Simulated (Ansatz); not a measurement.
# BrCl₂GeH: search for a transition state

Wanted: the transition state of a insertion of a carbenoid (form Ge1–H4, Ge1–Br5 and break H4–Br5). The guess is relaxed with those distances held, a saddle search follows, and vibrations and two downhill relaxations check it.

Method: PBE0-D4, def2-SVP first, then def2-TZVP; program: Ansatz 0.2.0, Gaussian basis.

31 further runs of the same task are left out: 31 set aside as unsound or not needed.

## (1) The system as given

The guess: 5 atoms, charge 0, spin multiplicity 1.

Atoms are counted from 1 here; the program's logs count them from 0.

Bond lengths: Ge1–Cl2 2.358 Å, Ge1–Cl3 2.151 Å, Ge1–H4 1.671 Å, Cl2–H4 1.581 Å. Angles: Cl2–Ge1–Cl3 96.7°, Cl2–Ge1–H4 42.0°, Cl3–Ge1–H4 96.5°, Ge1–Cl2–H4 45.0°, Ge1–H4–Cl2 92.9°.

Coordinates:

```csv
atom,x (Å),y (Å),z (Å)
Ge1,0.94890,0.10030,-0.67570
Cl2,0.70830,0.15190,1.66960
Cl3,0.39440,-1.96130,-0.93910
H4,-0.23550,0.47240,0.44280
Br5,-1.81610,1.23670,-0.49770
```

Distances that are to change: Ge1–H4 1.67 Å, Ge1–Br5 2.99 Å, H4–Br5 1.99 Å.

## (2) Constrained relaxation of the guess

Contents of hold/in.yaml:

```yaml
crystal:
  periodic: [false, false, false]
  atoms:
    - {symbol: Ge, position_ang: [0.948900, 0.100300, -0.675700]}
    - {symbol: Cl, position_ang: [0.708300, 0.151900, 1.669600]}
    - {symbol: Cl, position_ang: [0.394400, -1.961300, -0.939100]}
    - {symbol: H, position_ang: [-0.235500, 0.472400, 0.442800]}
    - {symbol: Br, position_ang: [-1.816100, 1.236700, -0.497700]}
basis:
  gaussian: {orbitals: def2-SVP}
hamiltonian: {xc: pbe0, dispersion: d4}
relax: {f_tol: 0.08, max_steps: 120, escape_saddle: false, constraints: [{distance: [0, 3]}, {distance: [0, 4]}, {distance: [3, 4]}]}
```

The command line of these runs was not kept.

The runs that follow: Saddle search in the small basis; Saddle search in triple zeta; Checking the order of the point; Relaxing after a step of 0.30 Å one way along the mode; Relaxing after a step of 0.30 Å the other way along the mode.

Q: Predict the outcome of this session. Wanted: imaginary mode; barrier from the start side; barrier from the end side; energy of the step; pairs that change; zero-point energy at the saddle.

The runs gave:

| quantity | value |
| --- | --- |
| imaginary mode | 285i cm⁻¹ |
| barrier from the start side | 0.153 eV |
| barrier from the end side | 0.252 eV |
| energy of the step | -0.099 eV |
| pairs that change | Ge1–Br5 formed, Cl2–H4 formed, Ge1–Cl2 broken, H4–Br5 broken |
| zero-point energy at the saddle | 0.210 eV |

**Reading.** The point has a single imaginary mode (285i cm⁻¹), as a transition state must. The two relaxations don't end on the planned structures: the search found another step. At PBE0-D4/def2-TZVP the electronic barrier is 0.153 eV, about 6 kT at 298 K, and the step runs 0.099 eV downhill. A step off the saddle overshot and began above it in energy, so the link to its end is likely but not proven. The ends are the nearest minima, not always the lowest complexes.
